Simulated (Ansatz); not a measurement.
**AlFH₂OTe: how energies converge with the basis set**

How large a basis does AlFH₂OTe need? Two functionals are run in growing sets.

Program: Ansatz 0.2.0, Gaussian basis. Level of theory: one geometry, several basis sets. These are calculated values, not measurements.

Plan: PBE0-D4/def2-SVP; ωB97M-V/def2-SVP; PBE0-D4/def2-QZVPP; ωB97M-V/def2-QZVPP; the functionals' def2-TZVPP values are taken from earlier runs.

**1. The relaxed structure**

An earlier PBE0-D4 in a triple-zeta def2 set relaxation fixed the geometry. Te takes the def2 core potential; no spin-orbit term is included.

SMILES `[OH][Al]([F])[TeH]`, 6 atoms, charge 0, spin multiplicity 1.

Atoms are counted from 1 here; the program's logs count them from 0.

Bond lengths: O1–Al2 1.681 Å, O1–H5 0.955 Å, Al2–F3 1.642 Å, Al2–Te4 2.512 Å, Te4–H6 1.659 Å. Angles: Al2–O1–H5 124.7°, O1–Al2–F3 117.8°, O1–Al2–Te4 126.0°, F3–Al2–Te4 116.2°, Al2–Te4–H6 89.8°.

**2. PBE0-D4 in def2-SVP**

in.yaml

```yaml
crystal:
  periodic: [false, false, false]
  atoms:
    - {symbol: O, position_ang: [1.475424, -0.001845, -0.645296]}
    - {symbol: Al, position_ang: [0.290222, -0.616938, 0.376413]}
    - {symbol: F, position_ang: [0.674681, -1.920542, 1.297175]}
    - {symbol: Te, position_ang: [-2.043944, 0.275521, 0.636081]}
    - {symbol: H, position_ang: [1.358321, 0.748416, -1.224499]}
    - {symbol: H, position_ang: [-1.712705, 1.451288, -0.485972]}
basis:
  gaussian: {orbitals: def2-SVP}
hamiltonian: {xc: pbe0, dispersion: d4}
output: {orbitals: {seedname: orbitals}}
```

Run with:

```console
> ansatz run in.yaml --threads 2 --pin off --events-out ev --progress --plain --max-ram 4352MiB
```

The runs that follow: ωB97M-V in def2-SVP; PBE0-D4 in def2-QZVPP; ωB97M-V in def2-QZVPP.

Before running them: what should the planned runs give, taken together? Wanted: PBE0-D4: double and triple zeta above quadruple; ωB97M-V: double and triple zeta above quadruple.

As calculated:

| quantity | value |
| --- | --- |
| PBE0-D4: double and triple zeta above quadruple | 9.40, 0.55 eV |
| ωB97M-V: double and triple zeta above quadruple | 9.50, 0.53 eV |

What this shows: PBE0-D4 gains 8.85 eV from double to triple zeta, then 0.55 eV more. Total energies overstate the basis error of differences, where much of it tends to cancel. The LUMO of ωB97M-V is positive and keeps falling with the basis (0.83 to 0.30 eV): an unbound level that the basis holds in place.
